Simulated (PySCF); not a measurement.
# HO4W (W(O)3(OH)-): the cost of one run

The runs use PySCF 2.14.0; TPSS, W def2-SVP with ECP60, O def2-SVP, H def2-SVP; scalar-relativistic core potentials, no spin–orbit coupling.

4 further runs of the same task are left out: 2 for a known fault of the program, 1 that didn't finish, 1 set aside as unsound or not needed.

## (1) Where the work starts

6 atoms, charge -1, spin multiplicity 1.

Bond lengths: W1–O2 1.510 Å, W1–O3 1.510 Å, W1–O4 1.510 Å, W1–O5 1.795 Å, O5–H6 0.966 Å. Angles: O2–W1–O3 90.0°, O2–W1–O4 180.0°, O2–W1–O5 90.0°, O3–W1–O4 90.0°, O3–W1–O5 180.0°, O4–W1–O5 90.0°, W1–O5–H6 158.7°.

As a file:

```xyz
6

W     0.00000    0.00000    0.00000
O     1.50960    0.00000    0.00000
O     0.00000    1.50960    0.00000
O    -1.50960    0.00000    0.00000
O     0.00000   -1.79520    0.00000
H     0.00000   -2.69520    0.35000
```

Formal oxidation states: W +6.

## (2) SCF at the start, singlet

Contents of run.py (the lines that set the calculation):

```python
mol = gto.M(atom='''
W      0.00000     0.00000     0.00000
O      1.50960     0.00000     0.00000
O      0.00000     1.50960     0.00000
O     -1.50960     0.00000     0.00000
O      0.00000    -1.79520     0.00000
H      0.00000    -2.69520     0.35000''',
    basis={'W': 'def2-SVP', 'O': 'def2-SVP', 'H': 'def2-SVP'},
    ecp={'W': 'def2-SVP'},
    charge=-1, spin=0)
mf = dft.RKS(mol, xc='TPSS')
mf.grids.atom_grid = (50, 194)
mf = mf.density_fit()  # fitting sets: W def2-universal-JKFIT, O def2-universal-JKFIT, H def2-universal-JKFIT
mf.conv_tol = 1e-08; mf.max_cycle = 55
mf.kernel(dm0)  # dm0: free metal ions and neutral atoms
```

Launch:

```
$ OMP_NUM_THREADS=2 python run.py
```

What time and memory should one allow on 2 threads of Arm Neoverse V1, shared host?

About 49 s, with a peak of 0.45 GiB.
